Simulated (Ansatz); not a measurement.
**InH₂Br: up Jacob's ladder to CCSD(T)**

How much do the methods differ for InH₂Br? The plan is to run it at one geometry with functionals of several rungs and with coupled cluster. The yardstick is the atomisation energy at the CCSD(T) limit.

Method: functionals in def2-TZVPP, the program's frozen cores in correlated methods; program: Ansatz 0.2.0, Gaussian basis.

The runs, in order: LDA (SPW92), PBE-D4, revPBE-D4, BLYP-D4, r2SCAN-D4, B97M-V, PBE0-D4, B3LYP-D4, r2SCANh-D4, r2SCAN0-D4, HSE06-D4, BHLYP-D4, CAM-B3LYP-D4, LC-ωPBE, ωB97X-V, ωB97M-V, B2PLYP, PBE-QIDH; CCSD(T)/def2-SVP; CCSD(T)/def2-TZVPP; CCSD(T)/def2-QZVPP; extrapolation to the limit; RPA on PBE.

## 1. The relaxed structure

The geometry comes from an earlier relaxation with PBE0-D4 in a triple-zeta def2 set; it is a stationary point. In takes the def2 core potential; no spin-orbit term is included.

SMILES `[Br][InH2]`, 4 atoms, charge 0, spin multiplicity 1.

Atoms are counted from 1 here; the program's logs count them from 0.

Bond lengths: Br1–In2 2.484 Å, In2–H3 1.706 Å, In2–H4 1.706 Å. Angles: Br1–In2–H3 113.0°, Br1–In2–H4 113.0°, H3–In2–H4 134.1°.

As a file:

```mol
BrH2In
  3D, bonds by distance, orders not assigned

  4  3  0  0  0  0  0  0  0  0999 V2000
   -1.7742    0.6531   -1.0902 Br  0  0
    0.2488   -0.1028    0.1375 In  0  0
    0.5493   -1.7727   -0.0400 H   0  0
    1.0317    1.1621    0.9724 H   0  0
  1  2  8  0
  2  3  8  0
  2  4  8  0
M  END
```

## 2. LDA

This LDA is Slater exchange with PW92 correlation.

Input file in.yaml:

```yaml
crystal:
  periodic: [false, false, false]
  atoms:
    - {symbol: Br, position_ang: [-1.774171, 0.653097, -1.090190]}
    - {symbol: In, position_ang: [0.248766, -0.102840, 0.137456]}
    - {symbol: H, position_ang: [0.549329, -1.772697, -0.039954]}
    - {symbol: H, position_ang: [1.031675, 1.162140, 0.972389]}
basis:
  gaussian: {orbitals: def2-TZVPP}
hamiltonian: {xc: lda}
output: {orbitals: {seedname: orbitals}}
```

The run is started by

```sh
$ ansatz run in.yaml --threads 4 --pin off --events-out ev --progress --plain --max-ram 10444MiB
```

After this run come: PBE-D4 (GGA); revPBE-D4 (GGA); BLYP-D4 (GGA); r2SCAN-D4 (meta-GGA); B97M-V (meta-GGA); PBE0-D4 (hybrid); B3LYP-D4 (hybrid); r2SCANh-D4 (hybrid); r2SCAN0-D4 (hybrid); HSE06-D4 (hybrid); BHLYP-D4 (hybrid); CAM-B3LYP-D4 (range-separated); LC-ωPBE (range-separated); ωB97X-V (range-separated); ωB97M-V (range-separated); B2PLYP (double hybrid); PBE-QIDH (double hybrid); CCSD(T) in def2-SVP; CCSD(T) in def2-TZVPP; CCSD(T) in def2-QZVPP; RPA on PBE orbitals.

**Question.** What will the summary of the whole plan be? Wanted: atomisation energy, CCSD(T)/CBS; farthest beyond LDA; mean size of error, GGA; mean size of error, meta-GGA; mean size of error, hybrid; mean size of error, range-separated; mean size of error, double hybrid; gap, smallest and largest; T1 diagnostic.

**Answer**, as computed:

| quantity | value |
| --- | --- |
| atomisation energy, CCSD(T)/CBS | 812.7 kJ/mol |
| functionals within 8.1 kJ/mol (1.0 %) | r2SCAN-D4, B97M-V, ωB97X-V |
| farthest beyond LDA | revPBE-D4 (-53.2 kJ/mol) |
| mean size of error, GGA | 45.1 kJ/mol |
| mean size of error, meta-GGA | 4.5 kJ/mol |
| mean size of error, hybrid | 25.2 kJ/mol |
| mean size of error, range-separated | 13.8 kJ/mol |
| mean size of error, double hybrid | 30.1 kJ/mol |
| gap, smallest and largest | 3.72 eV (LDA (SPW92)), 10.38 eV (LC-ωPBE) |
| T1 diagnostic | 0.0116 |
| triples share of the correlation energy | 2.9 % |

In words: The LDA atomisation energy is off by 88.7 kJ/mol (11 %): it overbinds. PBE-D4 misses by -31.5 kJ/mol. Double hybrids carry the basis error of their MP2 part in triple zeta, and no dispersion term here, so their miss is partly the set-up's. Taken by rung, meta-GGA functionals do best (4.5 kJ/mol on average) and GGA ones worst beyond LDA (45.1 kJ/mol). The reference freezes the cores and leaves out spin-orbit coupling and excitations past (T), and its outer-core shells are covered unevenly, so misses under about 8.1 kJ/mol can't be ranked. All levels share the lack of spin-orbit coupling, which lowers the free heavy atoms and so the true binding. Hartree-Fock recovers 73 % of the binding; the rest is correlation. CCSD(T) in def2-SVP is off by -69.0 kJ/mol, more than most functionals: a good method in a small basis is no reference. Orbital gaps span 3.7 to 10.4 eV; exact exchange widens them. Correlated methods include outer-core shells of Br, In, which these sets cover unevenly.
